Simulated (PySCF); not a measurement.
# [OsOF3]+: other functionals and bases at one geometry

Aim: see how levels, charges and forces of [OsOF3]+ depend on the level of theory. The species was built from a template and needn't be a known compound.

Method: several levels, as the steps say, no spin–orbit coupling; program: PySCF 2.14.0.

2 further runs of the same task are left out: 2 for a known fault of the program.

### 1 The system as given

5 atoms, charge 1, spin multiplicity 3.

Bond lengths: Os1–O2 1.655 Å, Os1–F3 1.829 Å, Os1–F4 1.822 Å, Os1–F5 1.822 Å. Angles: O2–Os1–F3 118.4°, O2–Os1–F4 112.5°, O2–Os1–F5 112.5°, F3–Os1–F4 93.7°, F3–Os1–F5 93.7°, F4–Os1–F5 123.5°.

Geometry (Å):

```xyz
5
charge 1, multiplicity 3
Os    0.0683    0.0401   -0.0352
O     1.0133    0.9816    0.9439
F    -1.1045   -1.1242    0.7482
F     1.0164   -1.2823   -0.8556
F    -1.2472    0.9945   -0.8594
```

Formal oxidation states: Os +6. An earlier session relaxed this geometry at B3LYP, Os def2-SVP with ECP60, O def2-SVP, F def2-SVP (triplet, point group Cs).

At B3LYP on the finer grid: E = -464.800810 Eh, HOMO -15.98 eV, LUMO -12.75 eV (over both spins), ⟨S²⟩ = 2.007, Mulliken charge on Os1 +1.60 e, largest force component 0.034 eV/Å. 

Levels to run: M06-L; TPSSh; BP86; CAM-B3LYP; B3LYP, TZVP; B3LYP, x2c-SVP. Hardware: 2 threads of Arm Neoverse V1, shared host.

### 2 M06-L

Input file run.py (the lines that set the calculation):

```python
mol = gto.M(atom='''
Os     0.06828     0.04015    -0.03524
O      1.01329     0.98158     0.94390
F     -1.10450    -1.12419     0.74821
F      1.01635    -1.28234    -0.85561
F     -1.24724     0.99449    -0.85939''',
    basis={'Os': 'def2-SVP', 'O': 'def2-SVP', 'F': 'def2-SVP'},
    ecp={'Os': 'def2-SVP'},
    charge=1, spin=2)
mf = dft.UKS(mol, xc='M06L')
mf.grids.atom_grid = (75, 302)
mf = mf.density_fit()  # fitting sets: Os def2-universal-JKFIT, O def2-universal-JKFIT, F def2-universal-JKFIT
mf.conv_tol = 1e-08; mf.max_cycle = 55
mf.kernel(dm0)  # dm0: the density of the relaxed state
```

On the command line:

```bash
$ OMP_NUM_THREADS=2 python run.py
```

Standard output:

```text
init E= -464.791174517324
  HOMO = -0.549487592263  LUMO = -0.496849967719  gap/eV = 1.43234
cycle= 1 E= -464.792066739767  delta_E= -0.000892  |g|= 0.117  |ddm|= 0.185
  HOMO = -0.522663200979  LUMO = -0.465623472645  gap/eV = 1.55213
cycle= 2 E= -464.717151266506  delta_E= 0.0749  |g|= 0.453  |ddm|= 0.364
  HOMO = -0.540402930818  LUMO = -0.488702040113  gap/eV = 1.40685
cycle= 3 E= -464.794333568698  delta_E= -0.0772  |g|= 0.0845  |ddm|= 0.307
  HOMO = -0.541810645651  LUMO = -0.488810988943  gap/eV = 1.44219
cycle= 4 E= -464.797261478692  delta_E= -0.00293  |g|= 0.00653  |ddm|= 0.0585
  HOMO = -0.542713288021  LUMO = -0.489709007569  gap/eV = 1.44232
cycle= 5 E= -464.797267853504  delta_E= -6.37e-06  |g|= 0.0052  |ddm|= 0.0068
  HOMO = -0.542578833994  LUMO = -0.489532971069  gap/eV = 1.44345
cycle= 6 E= -464.797276714834  delta_E= -8.86e-06  |g|= 0.0026  |ddm|= 0.00508
  HOMO = -0.542322088185  LUMO = -0.489233154379  gap/eV = 1.44462
cycle= 7 E= -464.79728003674  delta_E= -3.32e-06  |g|= 0.000645  |ddm|= 0.00288
  HOMO = -0.542365111973  LUMO = -0.489256764182  gap/eV = 1.44515
cycle= 8 E= -464.797280519518  delta_E= -4.83e-07  |g|= 0.000127  |ddm|= 0.00185
  HOMO = -0.542379463559  LUMO = -0.489261722961  gap/eV = 1.44541
cycle= 9 E= -464.797280548556  delta_E= -2.9e-08  |g|= 6.08e-05  |ddm|= 0.000519
  HOMO = -0.542375129355  LUMO = -0.489257153154  gap/eV = 1.44541
cycle= 10 E= -464.797280551129  delta_E= -2.57e-09  |g|= 1.96e-05  |ddm|= 0.00011
  HOMO = -0.542374350315  LUMO = -0.489255491887  gap/eV = 1.44544
Extra cycle  E= -464.797280549794  delta_E= 1.33e-09  |g|= 6.31e-05  |ddm|= 5.34e-05
converged SCF energy = -464.797280549794  <S^2> = 2.0070015  2S+1 = 3.004664
```

Wall time 8.1 s (2 threads of Arm Neoverse V1, shared host).

Read off: E = -464.797281 Eh, HOMO -14.76 eV, LUMO -13.31 eV (over both spins), ⟨S²⟩ = 2.007, Mulliken charge on Os1 +1.75 e, largest force component 0.261 eV/Å. 

### 3 TPSSh

run.py (the lines that set the calculation), as its differences from that of step 2:

```diff
@@ -9,3 +9,3 @@
     charge=1, spin=2)
-mf = dft.UKS(mol, xc='M06L')
+mf = dft.UKS(mol, xc='TPSSH')
 mf.grids.atom_grid = (75, 302)
```

On the command line:

```bash
$ OMP_NUM_THREADS=2 python run.py
```

Standard output:

```text
init E= -464.762478903705
  HOMO = -0.564088849043  LUMO = -0.476476290479  gap/eV = 2.38406
cycle= 1 E= -464.761817972943  delta_E= 0.000661  |g|= 0.0632  |ddm|= 0.0782
  HOMO = -0.551311810621  LUMO = -0.462852108656  gap/eV = 2.40711
cycle= 2 E= -464.747522720885  delta_E= 0.0143  |g|= 0.205  |ddm|= 0.175
  HOMO = -0.560058445686  LUMO = -0.47305475264  gap/eV = 2.36749
cycle= 3 E= -464.763109382057  delta_E= -0.0156  |g|= 0.0237  |ddm|= 0.134
  HOMO = -0.560194859405  LUMO = -0.472709266857  gap/eV = 2.38060
cycle= 4 E= -464.763330970636  delta_E= -0.000222  |g|= 0.00148  |ddm|= 0.0156
  HOMO = -0.560402006626  LUMO = -0.472947808813  gap/eV = 2.37975
cycle= 5 E= -464.763330558779  delta_E= 4.12e-07  |g|= 0.00194  |ddm|= 0.00244
  HOMO = -0.560398338963  LUMO = -0.472938033139  gap/eV = 2.37992
cycle= 6 E= -464.76333199941  delta_E= -1.44e-06  |g|= 0.000494  |ddm|= 0.00162
  HOMO = -0.560328072006  LUMO = -0.472872611127  gap/eV = 2.37978
cycle= 7 E= -464.763332182803  delta_E= -1.83e-07  |g|= 0.00014  |ddm|= 0.000746
  HOMO = -0.560340342157  LUMO = -0.47288765686  gap/eV = 2.37971
cycle= 8 E= -464.763332231103  delta_E= -4.83e-08  |g|= 9.45e-05  |ddm|= 0.000624
  HOMO = -0.560341714401  LUMO = -0.472885150263  gap/eV = 2.37981
cycle= 9 E= -464.763332239582  delta_E= -8.48e-09  |g|= 1.96e-05  |ddm|= 0.000221
  HOMO = -0.560345253259  LUMO = -0.472887800275  gap/eV = 2.37984
Extra cycle  E= -464.763332239413  delta_E= 1.69e-10  |g|= 4.23e-05  |ddm|= 5.88e-05
converged SCF energy = -464.763332239413  <S^2> = 2.0065487  2S+1 = 3.0043626
```

It took 8 s on 2 threads of Arm Neoverse V1, shared host.

It gives: E = -464.763332 Eh, HOMO -15.25 eV, LUMO -12.87 eV (over both spins), ⟨S²⟩ = 2.007, Mulliken charge on Os1 +1.62 e, largest force component 0.211 eV/Å. 

### 4 BP86

run.py (the lines that set the calculation), as its differences from that of step 3:

```diff
@@ -9,3 +9,3 @@
     charge=1, spin=2)
-mf = dft.UKS(mol, xc='TPSSH')
+mf = dft.UKS(mol, xc='B88,P86')
 mf.grids.atom_grid = (75, 302)
```

On the command line:

```bash
$ OMP_NUM_THREADS=2 python run.py
```

Standard output:

```text
init E= -464.945304719697
  HOMO = -0.538260079711  LUMO = -0.498192689859  gap/eV = 1.09029
cycle= 1 E= -464.919621592227  delta_E= 0.0257  |g|= 0.282  |ddm|= 0.28
  HOMO = -0.472571572327  LUMO = -0.429912441054  gap/eV = 1.16081
cycle= 2 E= -464.549142156974  delta_E= 0.37  |g|=    1  |ddm|= 0.833
  HOMO = -0.521986575446  LUMO = -0.485510400905  gap/eV = 0.99257
cycle= 3 E= -464.927509392266  delta_E= -0.378  |g|= 0.237  |ddm|= 0.688
  HOMO = -0.5242645661  LUMO = -0.484218317066  gap/eV = 1.08971
cycle= 4 E= -464.949543758889  delta_E= -0.022  |g|= 0.0231  |ddm|= 0.166
  HOMO = -0.528383817803  LUMO = -0.488532926131  gap/eV = 1.08440
cycle= 5 E= -464.94957838307  delta_E= -3.46e-05  |g|= 0.0181  |ddm|= 0.0218
  HOMO = -0.527383112454  LUMO = -0.487437179739  gap/eV = 1.08698
cycle= 6 E= -464.949637633888  delta_E= -5.93e-05  |g|= 0.0136  |ddm|= 0.019
  HOMO = -0.526620289091  LUMO = -0.486643059965  gap/eV = 1.08784
cycle= 7 E= -464.949712610667  delta_E= -7.5e-05  |g|= 0.00102  |ddm|= 0.0103
  HOMO = -0.526593146033  LUMO = -0.486626408037  gap/eV = 1.08755
cycle= 8 E= -464.949713068948  delta_E= -4.58e-07  |g|= 0.000241  |ddm|= 0.000962
  HOMO = -0.526587910287  LUMO = -0.486612203228  gap/eV = 1.08779
cycle= 9 E= -464.949713100444  delta_E= -3.15e-08  |g|= 9.92e-05  |ddm|= 0.000287
  HOMO = -0.52659237416  LUMO = -0.486613074278  gap/eV = 1.08789
cycle= 10 E= -464.949713105913  delta_E= -5.47e-09  |g|= 4.92e-05  |ddm|= 0.000151
  HOMO = -0.526598495918  LUMO = -0.486623215469  gap/eV = 1.08778
Extra cycle  E= -464.949713078533  delta_E= 2.74e-08  |g|= 0.000273  |ddm|= 0.000206
converged SCF energy = -464.949713078533  <S^2> = 2.0033364  2S+1 = 3.0022235
```

Wall time 5.2 s (2 threads of Arm Neoverse V1, shared host).

Result: E = -464.949713 Eh, HOMO -14.33 eV, LUMO -13.24 eV (over both spins), ⟨S²⟩ = 2.003, Mulliken charge on Os1 +1.45 e, largest force component 0.605 eV/Å. 

### 5 CAM-B3LYP

run.py (the lines that set the calculation), as its differences from that of step 4:

```diff
@@ -9,3 +9,3 @@
     charge=1, spin=2)
-mf = dft.UKS(mol, xc='B88,P86')
+mf = dft.UKS(mol, xc='CAMB3LYP')
 mf.grids.atom_grid = (75, 302)
```

On the command line:

```bash
$ OMP_NUM_THREADS=2 python run.py
```

Standard output:

```text
init E= -464.61377311481
  HOMO = -0.648682857914  LUMO = -0.411145671721  gap/eV = 6.46372
cycle= 1 E= -464.614351549975  delta_E= -0.000578  |g|= 0.0496  |ddm|= 0.0732
  HOMO = -0.663982493578  LUMO = -0.429538544679  gap/eV = 6.37954
cycle= 2 E= -464.610578735757  delta_E= 0.00377  |g|= 0.114  |ddm|= 0.111
  HOMO = -0.658527149645  LUMO = -0.42013483609  gap/eV = 6.48699
cycle= 3 E= -464.615151724634  delta_E= -0.00457  |g|= 0.017  |ddm|= 0.0756
  HOMO = -0.65729815715  LUMO = -0.419361886672  gap/eV = 6.47458
cycle= 4 E= -464.615247384068  delta_E= -9.57e-05  |g|= 0.0066  |ddm|= 0.0133
  HOMO = -0.656942296655  LUMO = -0.418680405512  gap/eV = 6.48344
cycle= 5 E= -464.615262870709  delta_E= -1.55e-05  |g|= 0.00148  |ddm|= 0.00432
  HOMO = -0.657289071288  LUMO = -0.418875988608  gap/eV = 6.48755
cycle= 6 E= -464.615265185048  delta_E= -2.31e-06  |g|= 0.000585  |ddm|= 0.00299
  HOMO = -0.657309257034  LUMO = -0.418865998603  gap/eV = 6.48837
cycle= 7 E= -464.61526560972  delta_E= -4.25e-07  |g|= 0.000415  |ddm|= 0.00102
  HOMO = -0.65731986748  LUMO = -0.418829456881  gap/eV = 6.48965
cycle= 8 E= -464.615266175679  delta_E= -5.66e-07  |g|= 0.000176  |ddm|= 0.00194
  HOMO = -0.657319010595  LUMO = -0.418821702773  gap/eV = 6.48984
cycle= 9 E= -464.615266344445  delta_E= -1.69e-07  |g|= 9.19e-05  |ddm|= 0.00114
  HOMO = -0.657319165886  LUMO = -0.418828062966  gap/eV = 6.48967
cycle= 10 E= -464.615266406648  delta_E= -6.22e-08  |g|= 4.12e-05  |ddm|= 0.000835
  HOMO = -0.657319662195  LUMO = -0.418832230848  gap/eV = 6.48957
cycle= 11 E= -464.615266416341  delta_E= -9.69e-09  |g|= 1.76e-05  |ddm|= 0.000339
  HOMO = -0.657319146378  LUMO = -0.418831292205  gap/eV = 6.48959
Extra cycle  E= -464.615266417203  delta_E= -8.62e-10  |g|= 1.33e-05  |ddm|= 4.68e-05
converged SCF energy = -464.615266417203  <S^2> = 2.0090119  2S+1 = 3.006002
```

It took 7 s on 2 threads of Arm Neoverse V1, shared host.

It gives: E = -464.615266 Eh, HOMO -17.89 eV, LUMO -11.40 eV (over both spins), ⟨S²⟩ = 2.009, Mulliken charge on Os1 +1.62 e, largest force component 0.612 eV/Å. 

### 6 B3LYP, TZVP

Basis: Os def2-TZVP with ECP60, O def2-TZVP, F def2-TZVP. 

Input file run.py (the lines that set the calculation):

```python
mol = gto.M(atom='''
Os     0.06828     0.04015    -0.03524
O      1.01329     0.98158     0.94390
F     -1.10450    -1.12419     0.74821
F      1.01635    -1.28234    -0.85561
F     -1.24724     0.99449    -0.85939''',
    basis={'Os': 'def2-TZVP', 'O': 'def2-TZVP', 'F': 'def2-TZVP'},
    ecp={'Os': 'def2-TZVP'},
    charge=1, spin=2)
mf = dft.UKS(mol, xc='B3LYP')
mf.grids.atom_grid = (75, 302)
mf = mf.density_fit()  # fitting sets: Os def2-universal-JKFIT, O def2-universal-JKFIT, F def2-universal-JKFIT
mf.conv_tol = 1e-08; mf.max_cycle = 55
mf.kernel(dm0)  # dm0: free metal ions and neutral atoms
```

On the command line:

```bash
$ OMP_NUM_THREADS=2 python run.py
```

Standard output:

```text
init E= -470.451226808664
  HOMO = -0.496922624599  LUMO = -0.484039378713  gap/eV = 0.35057
cycle= 1 E= -465.19362353112  delta_E= 5.26  |g|= 0.629  |ddm|= 1.84
  HOMO = -0.590493593265  LUMO = -0.530635219637  gap/eV = 1.62883
cycle= 2 E= -464.299614079977  delta_E= 0.894  |g|= 1.67  |ddm|= 0.942
  HOMO = -0.58779507176  LUMO = -0.472816944315  gap/eV = 3.12871
cycle= 3 E= -465.137974597376  delta_E= -0.838  |g|= 0.651  |ddm|= 0.947
  HOMO = -0.590965592003  LUMO = -0.478721462411  gap/eV = 3.05432
cycle= 4 E= -465.269614074577  delta_E= -0.132  |g|= 0.226  |ddm|= 0.358
  HOMO = -0.571431160093  LUMO = -0.455128400131  gap/eV = 3.16476
cycle= 5 E= -465.282586441346  delta_E= -0.013  |g|= 0.114  |ddm|= 0.176
  HOMO = -0.585676467409  LUMO = -0.466964109019  gap/eV = 3.23033
cycle= 6 E= -465.28745606218  delta_E= -0.00487  |g|= 0.0162  |ddm|= 0.0706
  HOMO = -0.585358354851  LUMO = -0.46599521851  gap/eV = 3.24804
cycle= 7 E= -465.287515959539  delta_E= -5.99e-05  |g|= 0.0128  |ddm|= 0.0129
  HOMO = -0.585007781779  LUMO = -0.465199617075  gap/eV = 3.26015
cycle= 8 E= -465.287580012414  delta_E= -6.41e-05  |g|= 0.00281  |ddm|= 0.00802
  HOMO = -0.585424009279  LUMO = -0.465309263849  gap/eV = 3.26849
cycle= 9 E= -465.287588619017  delta_E= -8.61e-06  |g|= 0.0014  |ddm|= 0.00562
  HOMO = -0.58546838721  LUMO = -0.465375193095  gap/eV = 3.26790
cycle= 10 E= -465.287589706477  delta_E= -1.09e-06  |g|= 0.000265  |ddm|= 0.00136
  HOMO = -0.585442132405  LUMO = -0.465362322176  gap/eV = 3.26754
cycle= 11 E= -465.287589771965  delta_E= -6.55e-08  |g|= 0.000115  |ddm|= 0.000395
  HOMO = -0.585435201629  LUMO = -0.465357275325  gap/eV = 3.26749
cycle= 12 E= -465.287589791519  delta_E= -1.96e-08  |g|= 4.84e-05  |ddm|= 0.000202
  HOMO = -0.585433544393  LUMO = -0.465357347345  gap/eV = 3.26744
cycle= 13 E= -465.287589798955  delta_E= -7.44e-09  |g|= 5.09e-05  |ddm|= 0.000196
  HOMO = -0.585435252894  LUMO = -0.46535950692  gap/eV = 3.26743
Extra cycle  E= -465.287589794237  delta_E= 4.72e-09  |g|= 0.000136  |ddm|= 9.57e-05
converged SCF energy = -465.287589794237  <S^2> = 2.006676  2S+1 = 3.0044474
```

It took 15 s on 2 threads of Arm Neoverse V1, shared host.

It gives: E = -465.287590 Eh, HOMO -15.93 eV, LUMO -12.66 eV (over both spins), ⟨S²⟩ = 2.007, Mulliken charge on Os1 +1.74 e, largest force component 0.195 eV/Å. 

### 7 B3LYP, x2c-SVP

Basis: Os x2c-SVPall, O x2c-SVPall, F x2c-SVPall. All electrons are treated, with the spin-free X2C Hamiltonian.

Input file run.py (the lines that set the calculation):

```python
mol = gto.M(atom='''
Os     0.06828     0.04015    -0.03524
O      1.01329     0.98158     0.94390
F     -1.10450    -1.12419     0.74821
F      1.01635    -1.28234    -0.85561
F     -1.24724     0.99449    -0.85939''',
    basis={'Os': 'x2c-SVPall', 'O': 'x2c-SVPall', 'F': 'x2c-SVPall'},
    nucmod='G',
    charge=1, spin=2)
mf = dft.UKS(mol, xc='B3LYP')
mf.grids.atom_grid = (99, 590)
mf = mf.density_fit()  # fitting sets: Os AutoAux, O AutoAux, F AutoAux
mf = mf.sfx2c1e()
mf.conv_tol = 1e-08; mf.max_cycle = 55
mf.kernel(dm0)  # dm0: free metal ions and neutral atoms
```

On the command line:

```bash
$ OMP_NUM_THREADS=2 python run.py
```

Standard output:

```text
init E= -17635.3258005042
  HOMO = -0.49097825118  LUMO = -0.478478983636  gap/eV = 0.34012
cycle= 1 E= -17629.3291191979  delta_E=    6  |g|= 0.517  |ddm|=  2.3
  HOMO = -0.608731150251  LUMO = -0.555893252353  gap/eV = 1.43779
cycle= 2 E= -17628.3445121249  delta_E= 0.985  |g|=  1.7  |ddm|= 1.22
  HOMO = -0.607855670858  LUMO = -0.497170636514  gap/eV = 3.01189
cycle= 3 E= -17629.3151391297  delta_E= -0.971  |g|= 0.534  |ddm|= 1.16
  HOMO = -0.607022168078  LUMO = -0.49992508271  gap/eV = 2.91426
cycle= 4 E= -17629.4085140061  delta_E= -0.0934  |g|= 0.174  |ddm|= 0.367
  HOMO = -0.588882654022  LUMO = -0.479600876499  gap/eV = 2.97371
cycle= 5 E= -17629.4174672433  delta_E= -0.00895  |g|= 0.0757  |ddm|= 0.155
  HOMO = -0.596248667076  LUMO = -0.483737359402  gap/eV = 3.06159
cycle= 6 E= -17629.4196663092  delta_E= -0.0022  |g|= 0.0138  |ddm|= 0.0523
  HOMO = -0.59668630335  LUMO = -0.483799528432  gap/eV = 3.07181
cycle= 7 E= -17629.4197223995  delta_E= -5.61e-05  |g|= 0.00962  |ddm|= 0.0145
  HOMO = -0.596911374991  LUMO = -0.483420238707  gap/eV = 3.08825
cycle= 8 E= -17629.4197735428  delta_E= -5.11e-05  |g|= 0.00275  |ddm|= 0.0122
  HOMO = -0.597127967851  LUMO = -0.483557331657  gap/eV = 3.09041
cycle= 9 E= -17629.4197792177  delta_E= -5.67e-06  |g|= 0.000776  |ddm|= 0.00471
  HOMO = -0.597083928603  LUMO = -0.483544579918  gap/eV = 3.08956
cycle= 10 E= -17629.4197796068  delta_E= -3.89e-07  |g|= 0.000189  |ddm|= 0.00124
  HOMO = -0.597070451865  LUMO = -0.483536719555  gap/eV = 3.08941
cycle= 11 E= -17629.4197796366  delta_E= -2.98e-08  |g|= 6.68e-05  |ddm|= 0.000354
  HOMO = -0.597071423125  LUMO = -0.483539234074  gap/eV = 3.08937
cycle= 12 E= -17629.4197796432  delta_E= -6.55e-09  |g|= 3.59e-05  |ddm|= 0.000213
  HOMO = -0.597068140795  LUMO = -0.483537508499  gap/eV = 3.08933
Extra cycle  E= -17629.419779641  delta_E= 2.17e-09  |g|= 9.76e-05  |ddm|= 0.000111
converged SCF energy = -17629.419779641  <S^2> = 2.0066493  2S+1 = 3.0044296
```

It took 32 s on 2 threads of Arm Neoverse V1, shared host.

Result: E = -17629.419780 Eh, HOMO -16.25 eV, LUMO -13.16 eV (over both spins), ⟨S²⟩ = 2.007, Mulliken charge on Os1 +1.46 e, largest force component 0.488 eV/Å. 

### 8 All levels side by side

| level | state | HOMO (eV) | gap (eV) | charge on Os1 (e) | dipole (D) | largest force (eV/Å) | basis functions | time |
| --- | --- | --- | --- | --- | --- | --- | --- | --- |
| B3LYP (relaxed here) | triplet | -15.98 | 3.23 | 1.60 | 1.08 | 0.03 | 88 | 17 s |
| M06-L | triplet | -14.76 | 1.45 | 1.75 | 1.08 | 0.26 | 88 | 8.1 s |
| TPSSh | triplet | -15.25 | 2.38 | 1.62 | 1.02 | 0.21 | 88 | 8 s |
| BP86 | triplet | -14.33 | 1.09 | 1.45 | 0.87 | 0.60 | 88 | 5.2 s |
| CAM-B3LYP | triplet | -17.89 | 6.49 | 1.62 | 1.18 | 0.61 | 88 | 7 s |
| B3LYP, TZVP | triplet | -15.93 | 3.27 | 1.74 | 1.13 | 0.20 | 164 | 15 s |
| B3LYP, x2c-SVP | triplet | -16.25 | 3.09 | 1.46 | 1.08 | 0.49 | 122 | 32 s |

Times are on 2 threads of Arm Neoverse V1, shared host; the first row also made further properties. The dipole of a charged species depends on the origin, so these sizes hold for this origin alone.

In one basis the HOMO–LUMO gap runs from 1.09 eV (BP86) to 6.49 eV (CAM-B3LYP). The largest leftover force, 0.61 eV/Å with CAM-B3LYP, stands at a geometry relaxed at another level. The Mulliken charge on Os spans +1.45 to +1.75 e over the levels. Total energies of different levels can't be compared. Spin–orbit coupling is left out throughout.
